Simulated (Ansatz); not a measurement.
# NH3 (ammonia): HSE06/3-21G

What is the electronic atomisation energy of NH3 (ammonia) at HSE06/3-21G? 

The calculation is run with Ansatz 0.2.0.

48 further runs of the same task are left out: 48 set aside as unsound or not needed.

## Step 1: The molecule

NH3 has 4 atoms, charge 0, and is taken as a singlet. SMILES: `N`. Geometry: relaxed at PBE0-D4/def2-TZVP.

Bond lengths: N1–H2 1.013 Å, N1–H3 1.013 Å, N1–H4 1.013 Å. Angles: H2–N1–H3 107.1°, H2–N1–H4 107.1°, H3–N1–H4 107.1°.

## Step 2: The energy at HSE06/3-21G

molecule.yaml

```yaml
crystal:
  periodic: [false, false, false]
  atoms:
    - {symbol: N, position_ang: [-0.069910, 0.249470, 0.110930]}
    - {symbol: H, position_ang: [0.490470, -0.301820, 0.749180]}
    - {symbol: H, position_ang: [-0.887480, -0.301940, -0.118910]}
    - {symbol: H, position_ang: [0.466920, 0.354280, -0.741200]}
basis:
  gaussian:
    orbitals: 3-21G.json
accuracy: high
total_charge: 0
hamiltonian:
  xc: hse06
```

The basis set 3-21G is read from a file made from the Basis Set Exchange's data (not shown).

Launch:

```
$ ansatz run molecule.yaml --threads 1 --pin off --max-ram 3480MiB --events-out events.jsonl --progress --plain --runs-dir runs
```

Output:

```text
Warning: RAYON_NUM_THREADS=1 ignored (pool sized by the plan → 1); use --threads N
Functional definition: HSE06
  name "HSE06"
  parameter a = 0.25
  parameter omega = 0.11/bohr
  exchange = pbe_x - a*pbe_x_sr(omega) + a*exact_x_sr(omega)
  correlation = pbe_c
291 factors; integrals over basis functions are off by at most 5.5e-9 eV
55 factors; integrals over basis functions are off by at most 3.3e-10 eV
mean field evaluation 1: about -1525.0703 eV, gradient 4.1e1 eV
mean field evaluation 2: about -1523.9384 eV, gradient 4.6e1 eV
mean field evaluation 4: about -1528.0936 eV, gradient 3.9e-2 eV
mean field evaluation 8: about -1528.0813 eV, gradient 1.2e-3 eV
mean field evaluation 16: about -1528.0813 eV, gradient 2.7e-9 eV
mean field -1528.08131704 eV, -56.1559526307 hartree, gradient 2.7e-9 eV, S^2 0.000000; 0 other end points of the search recorded, 0 dependent functions left out
reference -1528.08131826 eV, -56.1559526754 hartree; 5, 5 occupied and 10, 10 virtual orbitals, 291 factors
Total energy: -1528.08131826 eV, -56.1559526754 hartree
```

It took 0.36 s on 1 thread of Intel Xeon 6975P-C (Granite Rapids), shared host.

## Step 3: The H atom

run.yaml

```yaml
crystal:
  periodic: [false, false, false]
  atoms:
    - {symbol: H, position_ang: [0.000000, 0.000000, 0.000000]}
basis:
  gaussian: {orbitals: 3-21G.json}
magnetization: {spin_polarized: true, initial_magnetization: 1}
hamiltonian: {xc: hse06}
accuracy: high
```

The basis set 3-21G is read from a file made from the Basis Set Exchange's data (not shown).

Run the same way, it converges to -0.49615 Eh (log not shown).

## Step 4: The N atom at the same level

job.yaml

```yaml
crystal:
  periodic: [false, false, false]
  atoms:
    - {symbol: "N", position_ang: [0.000000, 0.000000, 0.000000]}
basis:
  gaussian:
    orbitals: 3-21G.json
magnetization:
  spin_polarized: true
  initial_magnetization: 3
hamiltonian:
  xc: {name: HSE06}
accuracy: high
```

The basis set 3-21G is read from a file made from the Basis Set Exchange's data (not shown).

Run the same way, it converges to -54.23489 Eh (log not shown).

## Step 5: Outcome

At HSE06/3-21G:

| quantity | value |
| --- | --- |
| molecule: total energy | -56.15595 Eh |
| H atom: total energy | -0.49615 Eh |
| H atom: ⟨S²⟩ | 0.750 |
| N atom: total energy | -54.23489 Eh |
| N atom: ⟨S²⟩ | 3.751 |
| electronic atomisation energy | 11.772 eV |

What this shows: Taking the molecule apart into free atoms costs 11.77 eV (1136 kJ/mol), before zero-point energy and without spin-orbit coupling. The basis has no polarisation functions, which makes bonds too weak.
